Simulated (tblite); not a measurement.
# C4H14BPSi: the cost of one run

Computed with tblite 0.8.0 and PySCF 2.14.0, with density-fitted response routines of our own, on a single molecule, in the gas phase or a continuum. Atoms count from 0, in the outputs and in this text.

**1. The molecule as given**

21 atoms, charge 0, multiplicity 1; geometry from: force field or distance geometry start.

Bonds of the start (Å): B0–P1 1.95, P1–Si2 2.20, Si2–C3 1.86, C3–C4 1.53, C3–C5 1.51, C3–C6 1.51, B0–H7 1.18, B0–H8 1.18, P1–H9 1.47, Si2–H10 1.47, Si2–H11 1.47, C4–H12 1.10, C4–H13 1.11, C4–H14 1.10, C5–H15 1.11, C5–H16 1.11, C5–H17 1.11, C6–H18 1.10, C6–H19 1.10, C6–H20 1.12.

**2. Optimising the geometry with GFN2-xTB**

What the job is given:

```
{"job": {"kind": "relax", "xc": "GFN2-xTB", "basis": "xTB"}, "charge": 0, "multiplicity": 1}
B      3.932700     0.426100    -0.469600
P      2.219400     1.033900     0.237200
Si     0.752100    -0.479900    -0.404700
C     -0.977000    -0.074200     0.156800
C     -1.824300    -1.345700     0.051000
C     -0.902000     0.422200     1.578900
C     -1.668600     0.956200    -0.694900
H      4.524300    -0.331800     0.206700
H      3.978600     0.334000    -1.647800
H      2.316400     0.964400     1.702000
H      1.182800    -1.760000     0.174500
H      0.843700    -0.562700    -1.871900
H     -1.623800    -2.039600     0.881700
H     -2.880000    -1.003300     0.036700
H     -1.664800    -1.863000    -0.907100
H     -1.914500     0.672200     1.964700
H     -0.350400    -0.270900     2.248100
H     -0.305500     1.361100     1.566800
H     -1.136100     1.918000    -0.715400
H     -1.835800     0.553100    -1.703400
H     -2.676500     1.106900    -0.236000
```

Launch:

```sh
$ OMP_NUM_THREADS=1 python probes_run.py task.json out
```

This one command runs all jobs of the session in turn.

**Question.** How long does this first job take on 1 thread of Intel Xeon at 2.70GHz, shared host, and how much memory does it need?

About 1.8 s, with a peak of 0.18 GiB.
